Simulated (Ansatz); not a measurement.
# Li2B2Br: the cost of one run

Method: DFT PBE, scalar-relativistic, plane waves, PAW, in Ansatz 0.2.0.

## Step 1: The structure to begin with

The structure is tetragonal, space group I4/mmm (No. 139). The conventional cell has a = 3.789 Å, b = 3.789 Å, c = 10.984 Å, α = 90.00°, β = 90.00°, γ = 90.00°. Li (site symmetry -4m2) is surrounded by 4 B at 2.34 Å and 4 Li at 2.68 Å and 4 Br at 3.34 Å. Around B (site symmetry 4mm) lie 4 Li at 2.34 Å. Br (site symmetry 4/mmm) is surrounded by 8 B at 3.01 Å and 8 Li at 3.34 Å.

Coordinates:

```
CELL_PARAMETERS angstrom
-1.89454 1.89454 5.49200
1.89454 -1.89454 5.49200
1.89454 1.89454 -5.49200
ATOMIC_POSITIONS crystal
Li 0.75000 0.25000 0.50000
Li 0.25000 0.75000 0.50000
B 0.37500 0.37500 0.00000
B 0.62500 0.62500 0.00000
Br 0.00000 0.00000 0.00000
```

The cell is invented: species swapped into a database cell of BaB2Ir2 (I4/mmm, No. 139), with Br on the Ba sites and Li on the Ir sites. Lengths come from tabulated atomic sizes and are only a guess.

## Step 2: A first look at the guess

input.yaml reads:

```yaml
crystal:
  lattice:
    - [-1.89453932, 1.89453932, 5.49199734]
    - [1.89453932, -1.89453932, 5.49199734]
    - [1.89453932, 1.89453932, -5.49199734]
  atoms:
    - { symbol: Li, position: [0.75, 0.25, 0.5] }
    - { symbol: Li, position: [0.25, 0.75, 0.5] }
    - { symbol: B, position: [0.375, 0.375, 0.0] }
    - { symbol: B, position: [0.625, 0.625, 0.0] }
    - { symbol: Br, position: [0.0, 0.0, 0.0] }
basis:
  ecutwfc: 420
kpoints:
  mp_grid: { grid: [6, 6, 6] }
hamiltonian:
  xc: pbe
scf:
  occupations: { method: gaussian, width: 0.1 }
  lower_state_search: "off"
output:
  forces: true
  stress: true
  eigenvalues: true
```

Started as:

```
ansatz run input.yaml --threads 1 --pin off --max-ram 2048MiB --backend cpu --events-out ev --progress --plain --runs-dir out
```

What time and memory should one allow on 1 thread of Arm Neoverse V1, shared host?

About 2.2 s, with a peak of 0.33 GiB.
